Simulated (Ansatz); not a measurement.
# SnH4 (SnH4): an energy map over bond length Sn1–H2 and bond length Sn1–H3

A grid of calculations on SnH4 (H₄Sn), to see where the energy is lowest and how it rises around there.

Program: Ansatz 0.2.0. Level of theory: RKS r2SCAN-D4/def2-TZVP. These are calculated values, not measurements.

## 1. Starting geometry

5 atoms, charge 0, spin multiplicity 1.

Atoms are counted from 1 here; the program's logs count them from 0.

Bond lengths: Sn1–H2 1.723 Å, Sn1–H3 1.723 Å, Sn1–H4 1.723 Å, Sn1–H5 1.723 Å. Angles: H2–Sn1–H3 109.4°, H2–Sn1–H4 109.5°, H2–Sn1–H5 109.5°, H3–Sn1–H4 109.5°, H3–Sn1–H5 109.5°, H4–Sn1–H5 109.5°.

Geometry (Å):

```xyz
5
H4Sn
Sn   -0.0003    0.0001   -0.0001
H     0.0117   -0.0192    1.7225
H     1.6203    0.0112   -0.5842
H    -0.8199    1.4106   -0.5538
H    -0.8118   -1.4027   -0.5844
```

This geometry comes from a loose relaxation at PBE in a small basis, which is not shown.

## 3. The grid

First coordinate, bond length Sn1–H2: 15 values from 1.464 to 2.383 Å. Second coordinate, bond length Sn1–H3: 15 values from 1.464 to 2.383 Å.

Nothing else is relaxed (all other coordinates rigid). Energies count from the relaxed molecule at the same level.

(The set-up runs are not shown.)

## 4. Grid point bond length Sn1–H2 = 1.661 Å, bond length Sn1–H3 = 2.383 Å

input.yaml

```yaml
crystal:
  periodic: [false, false, false]
  atoms:
    - { symbol: Sn, position_ang: [2.5e-05, -7.0e-06, 2.0e-06] }
    - { symbol: H, position_ang: [0.010773, -0.018248, 1.660868] }
    - { symbol: H, position_ang: [2.241509, 0.015392, -0.808824] }
    - { symbol: H, position_ang: [-0.810221, 1.393772, -0.546936] }
    - { symbol: H, position_ang: [-0.802205, -1.386056, -0.577543] }
basis:
  gaussian: { orbitals: def2-TZVP }
hamiltonian:
  xc: r2scan
  dispersion: d4
output:
  forces: true
```

The run is started by

```
> ansatz run input.yaml --threads 1 --pin off --max-ram 2560MiB --backend cpu --events-out ev --progress --plain --runs-dir out
```

The session goes on with these runs: the other points that were computed.

**Question.** What will these runs give? Wanted: lowest point; highest computed point; largest force on an atom.

The runs gave:

| quantity | value |
| --- | --- |
| lowest point | bond length Sn1–H2 = 1.727 Å, bond length Sn1–H3 = 1.727 Å, 0.8 kJ/mol |
| highest computed point | bond length Sn1–H2 = 2.383 Å, bond length Sn1–H3 = 2.383 Å, 274 kJ/mol above the lowest |
| largest force on an atom (eV/Å) | 0.4 at bond length Sn1–H2 = 1.727 Å, bond length Sn1–H3 = 1.727 Å to 6.5 at bond length Sn1–H2 = 1.464 Å, bond length Sn1–H3 = 2.252 Å; 0.4 at the lowest point |
| time for the whole task | 90 s on 1 thread, shared host |

In words: The lowest computed point is at bond length Sn1–H2 = 1.727 Å, bond length Sn1–H3 = 1.727 Å, 0.8 kJ/mol from the relaxed molecule at the same level. No other kind of well shows on this grid. The highest computed point, bond length Sn1–H2 = 2.383 Å, bond length Sn1–H3 = 2.383 Å, lies 274 kJ/mol above the lowest. Round the minimum the two coordinates are nearly uncoupled.
